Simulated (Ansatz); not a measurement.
# SiP2O7: the cost of one run

Method: DFT, PBE, plane-wave PAW, default files, scalar-relativistic, as far as a step names no other, in Ansatz 0.2.0.

## 1. The system as given

Symmetry: P2_1/c, No. 14, monoclinic system. The conventional cell has a = 4.304 Å, b = 7.151 Å, c = 6.299 Å, α = 90.00°, β = 103.80°, γ = 90.00°. Si (site symmetry -1) has 6 O at 1.74 to 1.81 Å as nearest neighbours. Around P (site symmetry 1) lie 4 O at 1.50 to 1.57 Å. O (site symmetry 1) is surrounded by 1 P at 1.52 Å. Around O (site symmetry 1) lie 1 P at 1.50 Å. Around O (site symmetry 1) lie 1 P at 1.52 Å and 1 Si at 1.74 Å. Around O (site symmetry -1) lie 2 P at 1.57 Å.

Structure file:

```cif
data_structure
_symmetry_space_group_name_H-M 'P2_1/c'
_symmetry_Int_Tables_number 14
_cell_length_a 4.3042
_cell_length_b 7.1505
_cell_length_c 6.2987
_cell_angle_alpha 90.000
_cell_angle_beta 103.805
_cell_angle_gamma 90.000
_cell_volume 188.26
loop_
_atom_site_label
_atom_site_type_symbol
_atom_site_symmetry_multiplicity
_atom_site_Wyckoff_symbol
_atom_site_fract_x
_atom_site_fract_y
_atom_site_fract_z
_atom_site_occupancy
Si1 Si 2 b 0.50000 0.50000 0.50000 1
P1 P 4 e 0.88708 0.61169 0.18287 1
O1 O 4 e 0.64950 0.48870 0.26260 1
O2 O 4 e 0.73590 0.79300 0.09110 1
O3 O 4 e 0.19010 0.64340 0.36100 1
O4 O 2 c 0.00000 0.50000 0.00000 1
```

## 2. Gradients at the starting positions

File input.yaml:

```yaml
crystal:
  lattice:
    - [4.3042, 0.0, 0.0]
    - [0.0, 7.1505, 0.0]
    - [-1.5029844823, 0.0, 6.116752352]
  atoms:
    - { symbol: Si, position: [0.5, 0.5, 0.5] }
    - { symbol: Si, position: [0.5, 0.0, 0.0] }
    - { symbol: P, position: [0.88708, 0.61169, 0.18287] }
    - { symbol: P, position: [0.11292, 0.11169, 0.31713] }
    - { symbol: P, position: [0.11292, 0.38831, 0.81713] }
    - { symbol: P, position: [0.88708, 0.88831, 0.68287] }
    - { symbol: O, position: [0.6495, 0.4887, 0.2626] }
    - { symbol: O, position: [0.3505, 0.9887, 0.2374] }
    - { symbol: O, position: [0.3505, 0.5113, 0.7374] }
    - { symbol: O, position: [0.6495, 0.0113, 0.7626] }
    - { symbol: O, position: [0.7359, 0.793, 0.0911] }
    - { symbol: O, position: [0.2641, 0.293, 0.4089] }
    - { symbol: O, position: [0.2641, 0.207, 0.9089] }
    - { symbol: O, position: [0.7359, 0.707, 0.5911] }
    - { symbol: O, position: [0.1901, 0.6434, 0.361] }
    - { symbol: O, position: [0.8099, 0.1434, 0.139] }
    - { symbol: O, position: [0.8099, 0.3566, 0.639] }
    - { symbol: O, position: [0.1901, 0.8566, 0.861] }
    - { symbol: O, position: [0.0, 0.5, 0.0] }
    - { symbol: O, position: [0.0, 0.0, 0.5] }
kpoints:
  mp_grid: { grid: [6, 3, 4] }
scf:
  occupations: { method: fermi_dirac, width: 0.02 }
hamiltonian:
  xc: pbe
  pseudopotentials: { kind: paw }
output:
  forces: true
  stress: true
  populations: true
  efg: { quadrupole_moments_barn: { O: -0.02558 }, contact_densities: true }
```

On the command line:

```sh
ansatz run input.yaml --threads 1 --pin off --max-ram 3072MiB --backend cpu --events-out ev --progress --plain --runs-dir out
```

**Question.** How long does this run take on 1 thread of Intel Xeon 6975P-C (Granite Rapids), shared host, and how much memory does it need?

About 23 s, with a peak of 0.64 GiB.
